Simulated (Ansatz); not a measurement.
# C2H6S2Si: the cost of one run

Computed with Ansatz 0.2.0, Gaussian basis. Level: functionals in def2-TZVPP, the program's frozen cores in correlated methods.

The runs, in order: PBE-D4, r2SCAN-D4, PBE0-D4, B3LYP-D4, ωB97X-V, ωB97M-V, B2PLYP; CCSD(T)/def2-TZVPP; MP2/def2-QZVPP; extrapolation to the limit.

## Step 1: The relaxed structure

The geometry comes from an earlier relaxation with PBE0-D4/def2-TZVP; it is a stationary point, not always the lowest conformer.

SMILES `[SiH3]SCC=S`, 11 atoms, charge 0, spin multiplicity 1.

Atoms are counted from 1 here; the program's logs count them from 0.

Bond lengths: Si1–S2 2.142 Å, Si1–H6 1.484 Å, Si1–H7 1.483 Å, Si1–H8 1.484 Å, S2–C3 1.832 Å, C3–C4 1.482 Å, C3–H9 1.089 Å, C3–H10 1.093 Å, C4–S5 1.610 Å, C4–H11 1.092 Å. Angles: S2–Si1–H6 110.0°, S2–Si1–H7 113.2°, S2–Si1–H8 103.0°, H6–Si1–H7 109.8°, H6–Si1–H8 110.9°, H7–Si1–H8 109.9°, Si1–S2–C3 101.2°, S2–C3–C4 107.6°, S2–C3–H9 110.5°, S2–C3–H10 104.9°, C4–C3–H9 112.0°, C4–C3–H10 111.5°, H9–C3–H10 110.1°, C3–C4–S5 124.7°, C3–C4–H11 114.7°, S5–C4–H11 120.5°.

As a file:

```tsv
atom	x (Å)	y (Å)	z (Å)
Si1	-1.20399	0.36277	1.32415
S2	0.11157	1.50966	0.08300
C3	1.25019	0.20955	-0.52368
C4	0.49048	-0.65054	-1.46127
S5	0.00996	-2.15396	-1.14312
H6	-0.41491	-0.45681	2.27731
H7	-2.12278	-0.50929	0.55229
H8	-1.97978	1.40566	2.03976
H9	1.66052	-0.35874	0.31006
H10	2.04813	0.75268	-1.03619
H11	0.21613	-0.16797	-2.40173
```

## Step 2: PBE-D4 (GGA)

File in.yaml:

```yaml
crystal:
  periodic: [false, false, false]
  atoms:
    - {symbol: Si, position_ang: [-1.203989, 0.362773, 1.324151]}
    - {symbol: S, position_ang: [0.111570, 1.509659, 0.083000]}
    - {symbol: C, position_ang: [1.250186, 0.209547, -0.523680]}
    - {symbol: C, position_ang: [0.490479, -0.650543, -1.461272]}
    - {symbol: S, position_ang: [0.009955, -2.153962, -1.143115]}
    - {symbol: H, position_ang: [-0.414915, -0.456809, 2.277314]}
    - {symbol: H, position_ang: [-2.122778, -0.509289, 0.552295]}
    - {symbol: H, position_ang: [-1.979779, 1.405657, 2.039761]}
    - {symbol: H, position_ang: [1.660516, -0.358738, 0.310062]}
    - {symbol: H, position_ang: [2.048126, 0.752681, -1.036188]}
    - {symbol: H, position_ang: [0.216130, -0.167974, -2.401728]}
basis:
  gaussian: {orbitals: def2-TZVPP}
hamiltonian: {xc: pbe, dispersion: d4}
output: {forces: true, orbitals: {seedname: orbitals}}
```

Launch:

```bash
$ ansatz run in.yaml --threads 4 --pin off --events-out ev --progress --plain --max-ram 10444MiB
```

Q: Estimate wall time and peak memory on 4 threads of Arm Neoverse V1, shared host.

About 3.2 s, with a peak of 0.42 GiB.
